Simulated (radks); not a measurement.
# Cu⁴⁺ in [Ne] 3s1 3p6 3d7 4s1: an all-electron calculation

The task here is to estimate one member of a computed series from the others.

Program: radks (a radial shooting solver on a logarithmic mesh, Libxc functionals) version 1. Level of theory: non-relativistic Kohn-Sham, TPSS, spin-polarised, spherical densities, point nucleus; open shells are filled with parallel spins first. These are calculated values, not measurements, unless marked.

**The atom as given**

- element: copper (Z = 29)
- charge: +4
- electrons: 25
- configuration: [Ne] 3s1 3p6 3d7 4s1

The outer shells:

Cu⁴⁺
```
[Ne] core
3s [↑ ]
3p [↑↓][↑↓][↑↓]
3d [↑↓][↑↓][↑ ][↑ ][↑ ]
4s [↑ ]
```

The first run:

Input:

```text
Z 29
configuration [Ne] 3s1 3p6 3d7 4s1 4p0 5s0
relativity non-relativistic
functional tpss,tpss
spin polarised
nucleus point
```

Run with:

```console
python run_ks.py task.json out
```

All runs below come from this command, one after another.

One table of the session follows, with a row left open; its other results are not shown here.

It belongs to the step «Orbitals and density». From the orbitals of this run (lengths in bohr):

```
  level      <r>  outermost maximum (interpolated)  90 % within  nodes
  1s up  0.05287                            0.0349       0.0941      0
1s down  0.05287                            0.0349       0.0941      0
  2s up   0.2384                             0.199        0.369      1
2s down   0.2382                             0.199        0.368      1
  2p up   0.2078                             0.159        0.339      0
2p down   0.2075                             0.159        0.339      0
  3s up   0.6992                             0.614         1.04      2
3s down   0.7032                             0.615         1.05      2
  3p up   0.7167                             0.611         1.09      1
3p down   0.7220                             0.614         1.10      1
  3d up   0.7632                             0.564         1.25      0
3d down   0.7766                             0.568         1.28      0
  4s up    1.850                              1.68         2.67      3
4s down        ?                                 ?            ?      ?
  4p up    2.052                              1.85         2.99      2
4p down    2.093                              1.89         3.04      2
  5s up    3.722                              3.64         5.22      4
```

**Question.** Estimate the row for 4s down.

The run gave: <r>: 1.885; outermost maximum (interpolated): 1.71; 90 % within: 2.72; nodes: 3. In the column «<r>» it lies between 4s up (1.850) and 4p up (2.052).
